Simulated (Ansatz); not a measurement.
# CCSD/STO-3G run of AsF3 (arsenic trifluoride)

Aim: the electronic atomisation energy of AsF3 (arsenic trifluoride) at CCSD/STO-3G, from 3 runs. 

The calculation is run with Ansatz 0.2.0.

37 further runs of the same task are left out: 10 that didn't finish, 27 set aside as unsound or not needed.

## (1) The system as given

AsF3 has 4 atoms, charge 0, and is taken as a singlet. As SMILES, `F[As](F)F`. The shape is that of a PBE0-D4/def2-TZVP optimisation.

Bond lengths: F1–As2 1.715 Å, As2–F3 1.715 Å, As2–F4 1.715 Å. Angles: F1–As2–F3 95.9°, F1–As2–F4 95.9°, F3–As2–F4 95.9°.

## (2) The energy at CCSD/STO-3G

The input, run.yaml:

```yaml
basis:
  gaussian:
    orbitals: STO-3G
crystal:
  periodic: [false, false, false]
  atoms:
    - {symbol: F, position_ang: [-0.445870, 0.395590, 1.362650]}
    - {symbol: As, position_ang: [-0.461950, -0.457240, -0.125630]}
    - {symbol: F, position_ang: [1.203970, -0.865930, -0.112740]}
    - {symbol: F, position_ang: [-0.296160, 0.927580, -1.124280]}
correlation:
  method: ccsd
  frozen_orbitals: {As: 9, F: 1}
accuracy: high
scf:
  omitted_lower_state_checks: [cluster_reference, increment]
```

Command:

```bash
$ ansatz run run.yaml --threads 1 --pin off --max-ram 3480MiB --events-out events.jsonl --progress --plain --runs-dir runs
```

Log (excerpt; [...] marks lines left out):

```text
Warning: RAYON_NUM_THREADS=1 ignored (pool sized by the plan → 1); use --threads N
Functional definition: HF
  name "HF"
[...]
564 factors; integrals over basis functions are off by at most 1.6e-8 eV
[...]
mean field -68120.67659594 eV, -2503.3886910478 hartree, gradient 1.7e-8 eV, S^2 0.000000; 0 other end points of the search recorded, 0 dependent functions left out
12 core orbitals not correlated: weight in the atoms' cores, before any rotation towards them, 1.000 or more for the frozen orbitals, at most 0.000 for the correlated occupied ones
reference -68120.67659594 eV, -2503.3886910478 hartree; 18, 18 occupied and 3, 3 virtual orbitals, 564 factors
second order -2.19889549 eV of doubles, -0.00000000 eV of singles
cycle   1  -2.48132432 eV  change   -2.8e-1 eV  update   8.6e-2
[...]
cycle  19  -2.77294272 eV  change    1.1e-9 eV  update   2.7e-9
Total energy: -68123.44953866 eV, -2503.4905948132 hartree
Checks for a lower state left out: cluster_reference, increment
```

Run time: 0.48 s. Hardware: 1 thread of Arm Neoverse V2, shared host.

## (3) The As atom

The input, job.yaml:

```yaml
crystal:
  periodic: [false, false, false]
  atoms:
    - {symbol: As, position_ang: [0.000000, 0.000000, 0.000000]}
basis:
  gaussian:
    orbitals: STO-3G
magnetization:
  spin_polarized: true
  initial_magnetization: 3
correlation:
  method: ccsd
  frozen_orbitals: {As: 9}
accuracy: high
scf:
  omitted_lower_state_checks: [cluster_reference, increment]
```

Run the same way, it converges to -2209.26373 Eh (log not shown).

## (4) The F atom

The input, molecule.yaml:

```yaml
crystal:
  periodic: [false, false, false]
  atoms:
    - {symbol: F, position_ang: [0.000000, 0.000000, 0.000000]}
basis:
  gaussian:
    orbitals: STO-3G
scf:
  omitted_lower_state_checks: [cluster_reference, increment]
magnetization:
  spin_polarized: true
  initial_magnetization: 1
accuracy: high
correlation:
  method: ccsd
  frozen_orbitals: {F: 1}
```

Run the same way, it converges to -97.98651 Eh (log not shown).

## (5) What came out

Level: CCSD/STO-3G, 12 core orbitals frozen.

| quantity | value |
| --- | --- |
| molecule: total energy | -2503.49059 Eh |
| molecule: correlation energy (12 core orbitals frozen) | -101.9 mEh |
| molecule: T1 diagnostic | 0.012 |
| As atom: total energy | -2209.26373 Eh |
| As atom: correlation energy (9 core orbitals frozen) | -0.1 mEh |
| As atom: ⟨S²⟩ of the reference determinant | 3.750 |
| As atom: T1 diagnostic | 0.000 |
| F atom: total energy | -97.98651 Eh |
| F atom: correlation energy (1 core orbital frozen) | 0.0 mEh |
| F atom: ⟨S²⟩ of the reference determinant | 0.750 |
| F atom: T1 diagnostic | 0.000 |
| electronic atomisation energy | 7.275 eV |

What this shows: Taking the molecule apart into free atoms costs 7.28 eV (168 kcal/mol), before zero-point energy and without spin-orbit coupling. In a minimal basis such a difference can be off by several eV, whatever the method.
